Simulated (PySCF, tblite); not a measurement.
**C₆H₈BClF₂: geometry, infrared bands and NMR shifts**

What infrared bands and NMR shifts should C₆H₈BClF₂ (`C[C@@]1(B(F)F)C/C1=C/CCl`) show?

Programs: tblite 0.8.0 and PySCF 2.14.0, with density-fitted response routines of our own. Each step states its level of theory. These are calculated values for one molecule in the gas phase, unless marked as measured. Atoms count from 0, in the outputs and in this text.

**1. The molecule as given**

18 atoms, charge 0, multiplicity 1; geometry from: force field or distance geometry start.

Bonds of the start (Å): C0–C1 1.50, C1–B2 1.56, B2–F3 1.47, B2–F4 1.45, C1–C5 1.52, C5–C6 1.49, C6–C7 1.34, C7–C8 1.49, C8–Cl9 1.76, C6–C1 1.48, C0–H10 1.13, C0–H11 1.12, C0–H12 1.09, C5–H13 1.09, C5–H14 1.10, C7–H15 1.09, C8–H16 1.12, C8–H17 1.12.

**2. Relaxing the molecule with GFN2-xTB**

What the job is given:

```
{"job": {"kind": "relax", "xc": "GFN2-xTB", "basis": "xTB"}, "charge": 0, "multiplicity": 1}
C     -1.232400    -1.543900     0.121900
C     -0.867800    -0.099100    -0.040500
B     -1.610100     0.639500    -1.193900
F     -3.078600     0.554500    -1.188900
F     -1.103100     1.878500    -1.752900
C     -0.867100     0.690600     1.256500
C      0.399500     0.419800     0.512200
C      1.728400     0.614900     0.522100
C      2.607000     0.076000    -0.550500
Cl     1.764700    -0.819400    -1.807100
H     -2.335600    -1.552100     0.371300
H     -1.098500    -2.047500    -0.864400
H     -0.726900    -2.024400     0.959300
H     -1.213200     1.718800     1.185400
H     -1.137300     0.099000     2.149400
H      2.184600     1.175200     1.335500
H      3.307900    -0.633600    -0.040900
H      3.269700     0.859800    -0.986200
```

On the command line:

```
$ OMP_NUM_THREADS=1 python probes_run.py task.json out
```

This one command runs all jobs of the session in turn.

**Question.** This job is followed by: GFN2-xTB harmonic vibrations, gas phase; GIAO PBE0/pcSseg-1 NMR shielding, non-relativistic, gas phase. What will the session give for the following? strongest single infrared mode (GFN2-xTB); zero-point energy (GFN2-xTB); ¹³C shifts against TMS (PBE0/pcSseg-1); ¹H shifts against TMS (PBE0/pcSseg-1, means over atoms taken as alike); ¹¹B shifts against BF3·OEt2 (PBE0/pcSseg-1); ¹⁹F shifts against CFCl3 (PBE0/pcSseg-1, means over atoms taken as alike); ³⁵Cl shifts against HCl (PBE0/pcSseg-1).

As calculated:

```
                                                                 quantity                                     value
                                strongest single infrared mode (GFN2-xTB)                     1259 cm⁻¹, 309 km/mol
                                             zero-point energy (GFN2-xTB)                             81.1 kcal/mol
                                   ¹³C shifts against TMS (PBE0/pcSseg-1)  146.2, 115.9, 53.5, 21.3, 14.5, 11.6 ppm
   ¹H shifts against TMS (PBE0/pcSseg-1, means over atoms taken as alike)    6.11, 4.63, 4.33, 1.60, 1.31, 1.07 ppm
                              ¹¹B shifts against BF3·OEt2 (PBE0/pcSseg-1)                                  25.8 ppm
¹⁹F shifts against CFCl3 (PBE0/pcSseg-1, means over atoms taken as alike)                                 -85.1 ppm
                                  ³⁵Cl shifts against HCl (PBE0/pcSseg-1)                                    86 ppm
```

In words: Over 132 steps the energy fell by 1.211 eV; of the close pairs, B2–F3 changed most, 1.471 to 1.321 Å. All 48 modes are real, so the xTB geometry is a minimum. The strongest single mode, at 1259 cm⁻¹, moves mainly B2. Unscaled tight-binding wavenumbers are off by several per cent, some by more. Its intensities can rank the bands wrongly. The most deshielded hydrogen is H15 (hydrogen on an alkene CH), at 6.11 ppm: attached to an sp2 carbon and in the plane of the double bond. At PBE0/pcSseg-1: The largest span, 316 ppm, is at Cl9, where the paramagnetic term is -286 ppm.
